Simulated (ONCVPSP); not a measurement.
**An ONCV potential for S, from input to tests**

Do these settings give a usable potential? It is generated, then checked for transferability, scattering, ghosts and hardness.

Method: ONCVPSP 4.0.1, PBE, scalar-relativistic.

## (1) The atom and the settings

Typed settings, in words:

```
element                 : sulfur (S, Z = 16)
type                    : optimised norm-conserving Vanderbilt (ONCV)
frozen core             : [Ne]
valence charge          : 6
reference configuration : 3s2 3p4
partial waves           : 3s: rc 1.50 bohr, ncon 3, nbas 6, qcut 4.5 1/bohr, 2 projectors, debl 2.1 Ha; 3p: rc 1.45 bohr, ncon 5, nbas 9, qcut 5.7 1/bohr, 2 projectors, debl 3.4 Ha; d scattering state at 0.36 Ha: rc 1.20 bohr, ncon 3, nbas 7, qcut 8.6 1/bohr, 2 projectors, debl 1.5 Ha
local potential         : polynomial inside 1.20 bohr (lpopt 5, dvloc0 1 Ha)
core correction         : not asked for
```

An earlier all-electron run gives the scale for the radii.

All-electron outer shells of the reference configuration (PBE, scalar-relativistic, ld1.x):

```csv
shell,level (eV),outermost node (bohr),outermost maximum (bohr)
2s,-211.71,0.13,0.39
2p,-156.51,–,0.33
3s,-17.26,0.60,1.40
3p,-7.01,0.58,1.61
```

## (2) The generation run

The input, S.dat:

```
# ATOM AND REFERENCE CONFIGURATION
# atsym  z   nc   nv     iexc    psfile
  S 16.00    3    2        4      upf
#
#   n    l    f
    1    0    2.00
    2    0    2.00
    2    1    6.00
    3    0    2.00
    3    1    4.00
#
# PSEUDOPOTENTIAL AND OPTIMIZATION
# lmax
    2
#
#   l,   rc,      ep,       ncon, nbas, qcut
    0    1.50    0.00    3    6    4.50
    1    1.45    0.00    5    9    5.70
    2    1.20    0.36    3    7    8.60
#
# LOCAL POTENTIAL
# lloc, lpopt,  rc(5),   dvloc0
    4    5    1.20    1.00
#
# VANDERBILT-KLEINMAN-BYLANDER PROJECTORs
# l, nproj, debl
    0    2    2.10
    1    2    3.40
    2    2    1.50
#
# MODEL CORE CHARGE
# icmod, fcfact, rcfact
    0    0.00    0.00
#
# LOG DERIVATIVE ANALYSIS
# epsh1, epsh2, depsh
   -2.00    5.00    0.02
#
# OUTPUT GRID
# rlmax, drl
    6.00    0.01
#
# TEST CONFIGURATIONS
# ncnf
    4
# nvcnf
#   n    l    f
    2
    3    0    2.00
    3    1    3.00
#
    2
    3    0    2.00
    3    1    2.00
#
    2
    3    0    2.00
    3    1    1.00
#
    2
    3    0    2.00
    3    1    3.50
#
```

On the command line:

```
$ oncvpsp.x < S.dat > S.out
```

**Question.** What will these runs give? Wanted: cutoffs for 1 and 0.1 mHa per electron, occupied waves; bound ghosts; GHOST(+) flags; largest test error; largest phase difference near zero energy, channels read.

The runs gave:

| quantity | value |
| --- | --- |
| cutoffs for 1 and 0.1 mHa per electron, occupied waves | 15 Ha and 40 Ha |
| bound ghosts | none found |
| GHOST(+) flags | s at 215 eV |
| largest test error (AE − PS) | +44 meV, for 3s2 3p1 |
| largest phase difference near zero energy, channels read | 0.000 rad |

**Reading.** The worst unpolarised test, 3s2 3p1, is off by 44 meV on 68.1 eV; by total energies transferability rates as fair. That test lies far up in energy; among those under 40 eV, nearer to bonding, the largest error is 7.8 meV. By its cutoff, 15 Ha for the looser tolerance, it is soft on the atom at that tolerance. The tighter tolerance needs 40 Ha, and converged work needs a cutoff nearer that. At the looser tolerance the 3s wave is the slowest; 3p needs 6 Ha. That counts occupied waves only; other projectors can need more. The program's ghost test flags no bound state. Near zero energy the phases of the channels with partial waves agree within 0.001 rad. The program also flags highly localised states, GHOST(+) (s). All of this concerns the isolated atom, not yet a solid.
